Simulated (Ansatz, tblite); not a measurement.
# SiClEt3 (C₆H₁₅ClSi): charged states by level of theory

What does removing an electron cost or gain for SiClEt3 (C₆H₁₅ClSi)? Each charged state is run at several levels.

Program: Ansatz 0.2.0, Gaussian basis. Level of theory: as each input shows. These are calculated values, not measurements.

The runs, in order: charge +1 doublet, at the geometry of the singlet (PBE0-D4/def2-TZVP, PBE-D4/def2-TZVP, BLYP-D4/def2-TZVP); charge +1 doublet, relaxed (PBE0-D4/def2-TZVP, PBE-D4/def2-TZVP); the starting singlet's energies come from earlier runs.

2 further runs of the same task are left out: 2 set aside as unsound or not needed. Runs told in other sessions of the task aren't counted.

## Step 1: The relaxed structure

The geometry is that of the singlet, from an earlier relaxation (r2SCAN-D4/def2-SVP).

23 atoms, charge 0, spin multiplicity 1.

Atoms are counted from 1 here; the program's logs count them from 0.

Bond lengths: Si1–Cl2 2.108 Å, Si1–C3 1.880 Å, Si1–C10 1.880 Å, Si1–C17 1.880 Å, C3–C4 1.531 Å, C3–H5 1.105 Å, C3–H6 1.107 Å, C4–H7 1.102 Å, C4–H8 1.102 Å, C4–H9 1.102 Å, C10–C11 1.531 Å, C10–H12 1.105 Å, C10–H13 1.107 Å, C11–H14 1.102 Å, C11–H15 1.102 Å, C11–H16 1.102 Å, C17–C18 1.531 Å, C17–H19 1.105 Å and more. Angles: Cl2–Si1–C3 106.8°, Cl2–Si1–C10 106.9°, Cl2–Si1–C17 106.8°, C3–Si1–C10 111.9°, C3–Si1–C17 112.0°, C10–Si1–C17 112.0°, Si1–C3–C4 115.0°, Si1–C3–H5 107.5°, Si1–C3–H6 107.4°, C4–C3–H5 110.2°, C4–C3–H6 110.7°, H5–C3–H6 105.6°, C3–C4–H7 111.7°, C3–C4–H8 111.0°, C3–C4–H9 111.7°, H7–C4–H8 107.6°, H7–C4–H9 107.3°, H8–C4–H9 107.3° and more.

## Step 2: Charge +1 doublet at the fixed geometry, PBE0-D4/def2-TZVP

The input, in.yaml:

```yaml
crystal:
  periodic: [false, false, false]
  atoms:
    - {symbol: Si, position_ang: [-0.000332, 0.000174, 0.209363]}
    - {symbol: Cl, position_ang: [-0.007340, -0.018753, 2.317594]}
    - {symbol: C, position_ang: [1.784724, 0.245647, -0.327188]}
    - {symbol: C, position_ang: [2.752850, -0.852257, 0.122560]}
    - {symbol: H, position_ang: [2.116298, 1.227278, 0.057477]}
    - {symbol: H, position_ang: [1.788376, 0.341943, -1.430366]}
    - {symbol: H, position_ang: [3.788807, -0.631562, -0.181037]}
    - {symbol: H, position_ang: [2.742403, -0.962343, 1.218742]}
    - {symbol: H, position_ang: [2.487293, -1.831202, -0.308577]}
    - {symbol: C, position_ang: [-1.097814, 1.428993, -0.327651]}
    - {symbol: C, position_ang: [-0.649196, 2.809493, 0.159961]}
    - {symbol: H, position_ang: [-2.122798, 1.214535, 0.025702]}
    - {symbol: H, position_ang: [-1.153285, 1.404332, -1.433417]}
    - {symbol: H, position_ang: [-1.350577, 3.599780, -0.152520]}
    - {symbol: H, position_ang: [-0.583299, 2.836696, 1.259328]}
    - {symbol: H, position_ang: [0.343824, 3.078580, -0.235379]}
    - {symbol: C, position_ang: [-0.681409, -1.659642, -0.352339]}
    - {symbol: C, position_ang: [-2.107301, -1.966340, 0.114108]}
    - {symbol: H, position_ang: [0.012594, -2.442574, 0.003822]}
    - {symbol: H, position_ang: [-0.617381, -1.686060, -1.457573]}
    - {symbol: H, position_ang: [-2.435564, -2.967071, -0.209734]}
    - {symbol: H, position_ang: [-2.178434, -1.930647, 1.212919]}
    - {symbol: H, position_ang: [-2.832427, -1.239000, -0.285793]}
basis:
  gaussian: {orbitals: def2-TZVP}
total_charge: 1
magnetization: {spin_polarized: true, initial_magnetization: 1}
hamiltonian: {xc: pbe0, dispersion: d4}
scf: {omitted_lower_state_checks: [starts]}
output: {orbitals: {seedname: orbitals}}
```

Command:

```console
$ ansatz run in.yaml --threads 4 --pin off --events-out ev --progress --plain --max-ram 4787MiB
```

The program printed:

```text
Functional definition: PBE0
  name "PBE0"
  cite "Adamo & Barone, J. Chem. Phys. 110, 6158 (1999) doi:10.1063/1.478522"
  cite "Perdew, Burke & Ernzerhof, Phys. Rev. Lett. 77, 3865 (1996) doi:10.1103/PhysRevLett.77.3865"
  parent pbe
  parameter a = 0.25
  parameter kappa = 0.804
  parameter beta = 0.06672455060314922
  exchange = (1 - a)*pbe_x(kappa = kappa, mu = beta*pi^2/3) + a*exact_x
  correlation = pbe_c(beta = beta)
these checks for a lower state are left out or cut short: starts
2276 factors; their error is unknown
mean field evaluation 1: about -26818.6149 eV, gradient 7.7e1 eV
mean field evaluation 2: about -26789.5913 eV, gradient 1.0e2 eV
mean field evaluation 4: about -26845.1810 eV, gradient 2.0e1 eV
mean field evaluation 8: about -26847.7060 eV, gradient 1.6e0 eV
mean field evaluation 16: about -26847.7323 eV, gradient 1.3e-1 eV
mean field evaluation 32: about -26847.7736 eV, gradient 2.1e-5 eV
mean field -26847.77356954 eV, -986.6374806060 hartree, gradient 7.5e-6 eV, S^2 0.754932; 0 other end points of the search recorded, 0 dependent functions left out
reference -26847.77360959 eV, -986.6374820780 hartree; 41, 40 occupied and 309, 310 virtual orbitals, 2276 factors
Total energy: -26848.26888056 eV, -986.6556829502 hartree
Checks for a lower state left out: starts
```

Run time: 3.9 min. Hardware: 4 threads of Intel Xeon at 2.50GHz, shared host; peak memory 1.9 GiB.

From the report: HOMO -12.47 eV, LUMO -11.27 eV (over both spins); ⟨S²⟩ 0.755 (pure: 0.75).

## Step 3: Charge +1 doublet at the fixed geometry, PBE-D4/def2-TZVP

start.molden holds the orbitals of an earlier run on this state, given as this run's starting guess.

Edit in.yaml of step 2 so:

```diff
@@ -27,6 +27,6 @@
 basis:
-  gaussian: {orbitals: def2-TZVP}
+  gaussian: {orbitals: def2-TZVP, initial_orbitals: start.molden}
 total_charge: 1
 magnetization: {spin_polarized: true, initial_magnetization: 1}
-hamiltonian: {xc: pbe0, dispersion: d4}
+hamiltonian: {xc: pbe, dispersion: d4}
 scf: {omitted_lower_state_checks: [starts]}
```

The command is unchanged.

The program printed:

```text
Functional definition: PBE
  name "PBE"
  cite "Perdew, Burke & Ernzerhof, Phys. Rev. Lett. 77, 3865 (1996) doi:10.1103/PhysRevLett.77.3865"
  parent pbe
  parameter kappa = 0.804
  parameter beta = 0.06672455060314922
  exchange = pbe_x(kappa = kappa, mu = beta*pi^2/3)
  correlation = pbe_c(beta = beta)
these checks for a lower state are left out or cut short: starts
2248 factors; their error is unknown
mean field evaluation 1: about -26844.9437 eV, gradient 9.8e0 eV
mean field evaluation 2: about -26845.1289 eV, gradient 2.7e-1 eV
mean field evaluation 4: about -26845.0565 eV, gradient 1.8e-2 eV
mean field evaluation 8: about -26845.0565 eV, gradient 1.6e-5 eV
mean field -26845.05647309 eV, -986.5376291534 hartree, gradient 1.6e-5 eV, S^2 0.751467; 0 other end points of the search recorded, 0 dependent functions left out
reference -26845.05652679 eV, -986.5376311265 hartree; 41, 40 occupied and 309, 310 virtual orbitals, 2248 factors
Total energy: -26845.63009670 eV, -986.5587094322 hartree
Checks for a lower state left out: starts
```

Run time: 22 s. Hardware: 4 threads of Intel Xeon at 2.50GHz, shared host; peak memory 0.84 GiB.

HOMO -11.34 eV, LUMO -11.55 eV (over both spins; with the spin held, an empty level of the minority spin lies below the top filled one); ⟨S²⟩ 0.751 (pure: 0.75).

## Step 4: Charge +1 doublet at the fixed geometry, BLYP-D4/def2-TZVP

Edit in.yaml of step 3 so:

```diff
@@ -30,3 +30,3 @@
 magnetization: {spin_polarized: true, initial_magnetization: 1}
-hamiltonian: {xc: pbe, dispersion: d4}
+hamiltonian: {xc: {name: BLYP}, dispersion: d4}
 scf: {omitted_lower_state_checks: [starts]}
```

The command is unchanged.

The program printed, cut to the lines that bear on the results:

```text
Functional definition: BLYP
  name "BLYP"
  cite "Becke, Phys. Rev. A 38, 3098 (1988) doi:10.1103/PhysRevA.38.3098"
  cite "Lee, Yang & Parr, Phys. Rev. B 37, 785 (1988) doi:10.1103/PhysRevB.37.785"
[...]
2248 factors; their error is unknown
[...]
mean field -26859.25286333 eV, -987.0593368719 hartree, gradient 1.1e-5 eV, S^2 0.751446; 0 other end points of the search recorded, 0 dependent functions left out
reference -26859.25334381 eV, -987.0593545291 hartree; 41, 40 occupied and 309, 310 virtual orbitals, 2248 factors
Total energy: -26860.47369857 eV, -987.1042017394 hartree
Checks for a lower state left out: starts
```

Wall time 26 s (4 threads of Intel Xeon at 2.50GHz, shared host); peak memory 0.84 GiB.

Report: HOMO -11.25 eV, LUMO -11.46 eV (over both spins; with the spin held, an empty level of the minority spin lies below the top filled one); ⟨S²⟩ 0.751 (pure: 0.75).

## Step 5: Vertical ionisation energy

Charged state less starting state, singlet to doublet; the starting state's energies are those of its earlier runs.

```
            level  vertical ionisation energy (eV)     time
 PBE-D4/def2-TZVP                            +9.17     31 s
BLYP-D4/def2-TZVP                            +9.12     36 s
PBE0-D4/def2-TZVP                            +9.64  4.4 min
```

Times add the two runs; a level without a time comes out of a correlated run.

Beside −ε(HOMO) of the starting state:

```
            level  −ε(HOMO) (eV)  by difference (eV)  mismatch (eV)
 PBE-D4/def2-TZVP           6.64                9.17          -2.53
BLYP-D4/def2-TZVP           6.53                9.12          -2.59
PBE0-D4/def2-TZVP           7.92                9.64          -1.72
```

## Step 6: Relaxing the charge +1 doublet

Edit in.yaml of step 4 so:

```diff
@@ -27,7 +27,8 @@
 basis:
-  gaussian: {orbitals: def2-TZVP, initial_orbitals: start.molden}
+  gaussian: {orbitals: def2-SVP}
 total_charge: 1
 magnetization: {spin_polarized: true, initial_magnetization: 1}
-hamiltonian: {xc: {name: BLYP}, dispersion: d4}
-scf: {omitted_lower_state_checks: [starts]}
+hamiltonian: {xc: r2scan, dispersion: d4}
+scf: {lower_state_search: "off"}
 output: {orbitals: {seedname: orbitals}}
+relax: {f_tol: 0.02, max_steps: 100}
```

The command is unchanged.

The program printed, cut to the lines that bear on the results:

```text
Functional definition: r2SCAN
  name "r2SCAN"
  cite "Furness, Kaplan, Ning, Perdew & Sun, J. Phys. Chem. Lett. 11, 8208 (2020) doi:10.1021/acs.jpclett.0c02405"
  cite "Furness, Kaplan, Ning, Perdew & Sun, J. Phys. Chem. Lett. 11, 9248 (2020) doi:10.1021/acs.jpclett.0c03077"
  parent r2scan
[...]
2209 factors; their error is unknown
[...]
mean field -26843.78229691 eV, -986.4908040423 hartree, gradient 7.1e-6 eV, S^2 0.753228; 0 other end points of the search recorded, 0 dependent functions left out
[...]
reference -26843.78231137 eV, -986.4908045735 hartree; 41, 40 occupied and 154, 155 virtual orbitals, 2209 factors
relax step   1: F+E_penalty+E_count = -26843.94082216 eV  Δ(F+E_penalty+E_count) = +0.000e0 eV  max|allowed force component| = 2.652e0 eV/Å  Δτ_max = 0.0000 Å  (52 SCF iters, accepted)
[...]
Atom 15 at     0.425659     3.073024    -0.285823 Å, force    -0.000987    -0.000196    -0.000032 eV/Å
Atom 16 at    -0.625174    -1.729245    -0.255522 Å, force    -0.001974    -0.000536     0.000955 eV/Å
Atom 17 at    -2.108455    -2.006081     0.047399 Å, force    -0.000255     0.002535     0.001880 eV/Å
Atom 18 at     0.031443    -2.461685     0.243322 Å, force    -0.003595     0.002633    -0.002202 eV/Å
Atom 19 at    -0.416972    -1.776715    -1.339240 Å, force    -0.000152     0.000347     0.006855 eV/Å
Atom 20 at    -2.351635    -3.025664    -0.297280 Å, force    -0.001402     0.004026     0.001018 eV/Å
Atom 21 at    -2.328339    -1.961892     1.125008 Å, force     0.000755    -0.000827    -0.009246 eV/Å
Atom 22 at    -2.784248    -1.315827    -0.480370 Å, force     0.005442    -0.005697     0.004207 eV/Å
Dipole moment:     0.361483    -0.090907    -0.668390 e Å
Checks for a lower state left out: stability, starts, cluster_reference, orbital_swaps, neighbouring_geometries, increment
```

Run time: 2 min. Hardware: 4 threads of Intel Xeon at 2.50GHz, shared host.

Step by step:

```
step  energy from step 1 (eV)  largest force component (eV/Å)
   1                   0.0000                          2.6521
   2                  -0.3037                          1.7654
   3                  -0.4242                          0.5143
   4                  -0.4604                          0.2156
   5                  -0.4689                          0.0967
   6                  -0.4700                          0.0320
   7                  -0.4704                          0.0247
   8                  -0.4706                          0.0064
   9                  -0.4708                          0.0140
  10                  -0.4709                          0.0094
```

The force was under the threshold of 0.02 eV/Å already at step 8, but the program went on to step 10.

Close pairs (by a distance rule), those that changed most:

```
   bond  before (Å)  after (Å)  change (Å)
 Si1–C3       1.880      2.105      +0.225
Si1–Cl2       2.108      2.046      -0.062
  C3–C4       1.531      1.480      -0.051
Si1–C10       1.880      1.860      -0.020
  C4–H7       1.102      1.115      +0.014
Si1–C17       1.880      1.871      -0.009
C17–C18       1.531      1.539      +0.008
C10–H12       1.105      1.111      +0.006
```

## Step 7: Charge +1 doublet, PBE0-D4/def2-TZVP

The input, in.yaml:

```yaml
crystal:
  periodic: [false, false, false]
  atoms:
    - {symbol: Si, position_ang: [-0.181864, -0.020740, 0.363584]}
    - {symbol: Cl, position_ang: [0.025810, 0.033460, 2.398576]}
    - {symbol: C, position_ang: [1.787876, 0.250985, -0.327308]}
    - {symbol: C, position_ang: [2.699308, -0.853560, 0.048356]}
    - {symbol: H, position_ang: [1.914192, 1.211121, 0.203014]}
    - {symbol: H, position_ang: [1.545890, 0.366708, -1.396818]}
    - {symbol: H, position_ang: [3.716383, -0.554363, -0.298176]}
    - {symbol: H, position_ang: [2.781783, -1.002682, 1.134994]}
    - {symbol: H, position_ang: [2.477192, -1.801958, -0.462364]}
    - {symbol: C, position_ang: [-1.073817, 1.474654, -0.291098]}
    - {symbol: C, position_ang: [-0.562359, 2.846195, 0.145882]}
    - {symbol: H, position_ang: [-2.110499, 1.315301, 0.074936]}
    - {symbol: H, position_ang: [-1.122052, 1.378237, -1.391704]}
    - {symbol: H, position_ang: [-1.246968, 3.635220, -0.200546]}
    - {symbol: H, position_ang: [-0.493143, 2.925505, 1.241179]}
    - {symbol: H, position_ang: [0.425659, 3.073024, -0.285823]}
    - {symbol: C, position_ang: [-0.625174, -1.729245, -0.255522]}
    - {symbol: C, position_ang: [-2.108455, -2.006081, 0.047399]}
    - {symbol: H, position_ang: [0.031443, -2.461685, 0.243322]}
    - {symbol: H, position_ang: [-0.416972, -1.776715, -1.339240]}
    - {symbol: H, position_ang: [-2.351635, -3.025664, -0.297280]}
    - {symbol: H, position_ang: [-2.328339, -1.961892, 1.125008]}
    - {symbol: H, position_ang: [-2.784248, -1.315827, -0.480370]}
basis:
  gaussian: {orbitals: def2-TZVP, initial_orbitals: start.molden}
total_charge: 1
magnetization: {spin_polarized: true, initial_magnetization: 1}
hamiltonian: {xc: pbe0, dispersion: d4}
scf: {omitted_lower_state_checks: [starts]}
output: {orbitals: {seedname: orbitals}}
```

Launched as before.

The program printed:

```text
Functional definition: PBE0
  name "PBE0"
  cite "Adamo & Barone, J. Chem. Phys. 110, 6158 (1999) doi:10.1063/1.478522"
  cite "Perdew, Burke & Ernzerhof, Phys. Rev. Lett. 77, 3865 (1996) doi:10.1103/PhysRevLett.77.3865"
  parent pbe
  parameter a = 0.25
  parameter kappa = 0.804
  parameter beta = 0.06672455060314922
  exchange = (1 - a)*pbe_x(kappa = kappa, mu = beta*pi^2/3) + a*exact_x
  correlation = pbe_c(beta = beta)
these checks for a lower state are left out or cut short: starts
2276 factors; their error is unknown
mean field evaluation 1: about -26843.8731 eV, gradient 1.1e2 eV
mean field evaluation 2: about -26848.2807 eV, gradient 4.4e0 eV
mean field evaluation 4: about -26848.4069 eV, gradient 4.5e-1 eV
mean field evaluation 8: about -26848.4077 eV, gradient 1.0e-4 eV
mean field -26848.40774764 eV, -986.6607862215 hartree, gradient 1.2e-5 eV, S^2 0.754242; 0 other end points of the search recorded, 0 dependent functions left out
reference -26848.40778762 eV, -986.6607876905 hartree; 41, 40 occupied and 309, 310 virtual orbitals, 2276 factors
Total energy: -26848.90290006 eV, -986.6789827371 hartree
Checks for a lower state left out: starts
```

Run time: 61 s. Hardware: 4 threads of Intel Xeon at 2.50GHz, shared host; peak memory 1.7 GiB.

From the report: HOMO -12.55 eV, LUMO -9.84 eV (over both spins); ⟨S²⟩ 0.754 (pure: 0.75).

## Step 8: Charge +1 doublet, PBE-D4/def2-TZVP

Edit in.yaml of step 7 so:

```diff
@@ -30,3 +30,3 @@
 magnetization: {spin_polarized: true, initial_magnetization: 1}
-hamiltonian: {xc: pbe0, dispersion: d4}
+hamiltonian: {xc: pbe, dispersion: d4}
 scf: {omitted_lower_state_checks: [starts]}
```

Launched as before.

The program printed:

```text
Functional definition: PBE
  name "PBE"
  cite "Perdew, Burke & Ernzerhof, Phys. Rev. Lett. 77, 3865 (1996) doi:10.1103/PhysRevLett.77.3865"
  parent pbe
  parameter kappa = 0.804
  parameter beta = 0.06672455060314922
  exchange = pbe_x(kappa = kappa, mu = beta*pi^2/3)
  correlation = pbe_c(beta = beta)
these checks for a lower state are left out or cut short: starts
2248 factors; their error is unknown
mean field evaluation 1: about -26845.3426 eV, gradient 9.8e0 eV
mean field evaluation 2: about -26845.5361 eV, gradient 3.0e-1 eV
mean field evaluation 4: about -26845.4666 eV, gradient 1.1e-2 eV
mean field evaluation 8: about -26845.4666 eV, gradient 2.5e-5 eV
mean field -26845.46661478 eV, -986.5527015823 hartree, gradient 2.5e-5 eV, S^2 0.751994; 0 other end points of the search recorded, 0 dependent functions left out
reference -26845.46666827 eV, -986.5527035482 hartree; 41, 40 occupied and 309, 310 virtual orbitals, 2248 factors
Total energy: -26846.03971097 eV, -986.5737624790 hartree
Checks for a lower state left out: starts
```

It took 22 s on 4 threads of Intel Xeon at 2.50GHz, shared host; peak memory 0.79 GiB.

From the report: HOMO -11.34 eV, LUMO -10.51 eV (over both spins); ⟨S²⟩ 0.752 (pure: 0.75).

## Step 9: Adiabatic ionisation energy

Charged state less starting state, singlet to doublet; the starting state's energies are those of its earlier runs.

```
            level  adiabatic ionisation energy (eV)  time
 PBE-D4/def2-TZVP                             +8.76  31 s
PBE0-D4/def2-TZVP                             +9.01  91 s
```

Times add the two runs; a level without a time comes out of a correlated run.

## Step 10: Results

| quantity | value |
| --- | --- |
| vertical ionisation energy, functionals in def2-TZVP | 9.12 (BLYP-D4) to 9.64 eV (PBE0-D4) |
| adiabatic ionisation energy, functionals in def2-TZVP | 8.76 (PBE-D4) to 9.01 eV (PBE0-D4) |
| relaxation of the cation side, PBE-D4/def2-TZVP | 0.41 eV |

The vertical ionisation energy spans 9.12 to 9.64 eV over the functionals. −ε(HOMO) misses the level's own difference by -1.72 eV at best (PBE0-D4) and -2.59 eV at worst (BLYP-D4). The adiabatic ionisation energy spans 8.76 to 9.01 eV over the functionals. Relaxing the oxidised state gains 0.41 eV at PBE-D4/def2-TZVP.
